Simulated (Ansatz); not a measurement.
# SiBrCl3 (bromotrichlorosilane): CAM-B3LYP/cc-pVDZ

Aim: the electronic atomisation energy of SiBrCl3 (bromotrichlorosilane) at CAM-B3LYP/cc-pVDZ, from 4 runs. 

Program for the calculation: Ansatz 0.2.0.

55 further runs of the same task are left out: 12 that didn't finish, 43 set aside as unsound or not needed.

## Step 1: The system as given

SiBrCl3 has 5 atoms, charge 0, and is taken as a singlet. As SMILES, `Cl[Si](Cl)(Cl)Br`. The shape is that of a PBE0-D4/def2-TZVP optimisation.

Bond lengths: Cl1–Si2 2.023 Å, Si2–Cl3 2.023 Å, Si2–Cl4 2.023 Å, Si2–Br5 2.188 Å. Angles: Cl1–Si2–Cl3 109.3°, Cl1–Si2–Cl4 109.3°, Cl1–Si2–Br5 109.7°, Cl3–Si2–Cl4 109.3°, Cl3–Si2–Br5 109.7°, Cl4–Si2–Br5 109.7°.

## Step 2: A single-point energy at CAM-B3LYP/cc-pVDZ

run.yaml reads:

```yaml
crystal:
  periodic: [false, false, false]
  atoms:
    - {symbol: Cl, position_ang: [-0.852900, -0.217700, 1.821600]}
    - {symbol: Si, position_ang: [0.003400, -0.042600, -0.003200]}
    - {symbol: Cl, position_ang: [1.690500, -1.158200, -0.059200]}
    - {symbol: Cl, position_ang: [-1.285700, -0.709700, -1.412800]}
    - {symbol: Br, position_ang: [0.494400, 2.054400, -0.387900]}
basis:
  gaussian: {orbitals: cc-pVDZ}
hamiltonian: {xc: {name: CAM-B3LYP}}
accuracy: high
output: {orbitals: {seedname: orbitals}}
```

Started as:

```
$ ansatz run run.yaml --threads 1 --pin off --max-ram 3480MiB --events-out events.jsonl --progress --plain --runs-dir runs
```

Standard output:

```text
Warning: RAYON_NUM_THREADS=1 ignored (pool sized by the plan → 1); use --threads N
Functional definition: CAM-B3LYP
  name "CAM-B3LYP"
  parameter alpha = 0.19
  parameter beta = 0.46
  parameter omega = 0.33/bohr
  parameter ac = 0.81
  exchange = (1 - alpha - beta)*b88_x + beta*b88_x_sr(omega) + alpha*exact_x + beta*exact_x_lr(omega)
  correlation = (1 - ac)*vwn5_c + ac*lyp_c
2154 factors; integrals over basis functions are off by at most 4.6e-9 eV
434 factors; integrals over basis functions are off by at most 2.2e-9 eV
mean field evaluation 1: about -115499.8461 eV, gradient 2.1e1 eV
mean field evaluation 2: about -115499.8222 eV, gradient 2.2e1 eV
mean field evaluation 4: about -115501.0795 eV, gradient 4.0e-1 eV
mean field evaluation 8: about -115501.2128 eV, gradient 5.3e-2 eV
mean field evaluation 16: about -115501.2128 eV, gradient 2.1e-6 eV
mean field -115501.21282889 eV, -4244.5912819277 hartree, gradient 4.0e-8 eV, S^2 0.000000; 0 other end points of the search recorded, 0 dependent functions left out
reference -115501.21284876 eV, -4244.5912826580 hartree; 50, 50 occupied and 49, 49 virtual orbitals, 2154 factors
Total energy: -115501.21284876 eV, -4244.5912826580 hartree
```

Wall time 20 s (1 thread of Arm Neoverse V2, shared host); peak memory 0.54 GiB.

## Step 3: The Br atom

input.yaml reads:

```yaml
crystal:
  periodic: [false, false, false]
  atoms:
    - {symbol: Br, position_ang: [0.000000, 0.000000, 0.000000]}
basis:
  gaussian: {orbitals: cc-pVDZ}
magnetization: {spin_polarized: true, initial_magnetization: 1}
hamiltonian: {xc: {name: CAM-B3LYP}}
accuracy: high
```

Run the same way, it converges to -2574.21056 Eh (log not shown).

## Step 4: The Cl atom at the same level

run.yaml reads:

```yaml
crystal:
  periodic: [false, false, false]
  atoms:
    - {symbol: Cl, position_ang: [0.000000, 0.000000, 0.000000]}
basis:
  gaussian: {orbitals: cc-pVDZ}
accuracy: high
magnetization: {spin_polarized: true, initial_magnetization: 1}
hamiltonian: {xc: {name: CAM-B3LYP}}
```

Run the same way, it converges to -460.15734 Eh (log not shown).

## Step 5: The Si atom, same level

molecule.yaml reads:

```yaml
crystal:
  periodic: [false, false, false]
  atoms:
    - symbol: Si
      position_ang: [0.000000, 0.000000, 0.000000]
basis:
  gaussian:
    orbitals: cc-pVDZ
magnetization:
  spin_polarized: true
  initial_magnetization: 2
hamiltonian:
  xc: {name: CAM-B3LYP}
accuracy: high
```

Started as:

```
$ ansatz run molecule.yaml --threads 1 --pin off --max-ram 3480MiB --events-out events.jsonl --progress --plain --runs-dir runs
```

Standard output:

```text
Warning: RAYON_NUM_THREADS=1 ignored (pool sized by the plan → 1); use --threads N
Functional definition: CAM-B3LYP
  name "CAM-B3LYP"
  parameter alpha = 0.19
  parameter beta = 0.46
  parameter omega = 0.33/bohr
  parameter ac = 0.81
  exchange = (1 - alpha - beta)*b88_x + beta*b88_x_sr(omega) + alpha*exact_x + beta*exact_x_lr(omega)
  correlation = (1 - ac)*vwn5_c + ac*lyp_c
144 factors; integrals over basis functions are off by at most 3.2e-9 eV
76 factors; integrals over basis functions are off by at most 5.6e-10 eV
mean field evaluation 1: about -7874.1972 eV, gradient 2.0e0 eV
mean field evaluation 2: about -7874.2444 eV, gradient 5.0e-1 eV
mean field evaluation 4: about -7874.2490 eV, gradient 8.6e-2 eV
mean field evaluation 8: about -7874.2491 eV, gradient 2.9e-4 eV
mean field evaluation 16: about -7874.2491 eV, gradient 4.5e-9 eV
mean field -7874.24906536 eV, -289.3733157944 hartree, gradient 4.5e-9 eV, S^2 2.003539; 0 other end points of the search recorded, 0 dependent functions left out
reference -7874.24907566 eV, -289.3733161727 hartree; 8, 6 occupied and 10, 12 virtual orbitals, 144 factors
Total energy: -7874.24907566 eV, -289.3733161727 hartree
```

Run time: 0.67 s. Hardware: 1 thread of Arm Neoverse V2, shared host.

## Step 6: Summary of results

At CAM-B3LYP/cc-pVDZ:

| quantity | value |
| --- | --- |
| molecule: total energy | -4244.59128 Eh |
| molecule: HOMO energy | -10.28 eV |
| molecule: LUMO energy | 0.32 eV |
| molecule: HOMO–LUMO gap | 10.60 eV |
| Br atom: total energy | -2574.21056 Eh |
| Br atom: ⟨S²⟩ | 0.752 |
| Cl atom: total energy | -460.15734 Eh |
| Cl atom: ⟨S²⟩ | 0.752 |
| Si atom: total energy | -289.37332 Eh |
| Si atom: ⟨S²⟩ | 2.004 |
| electronic atomisation energy | 14.569 eV |

What this shows: Taking the molecule apart into free atoms costs 14.57 eV (336 kcal/mol), before zero-point energy and without spin-orbit coupling.
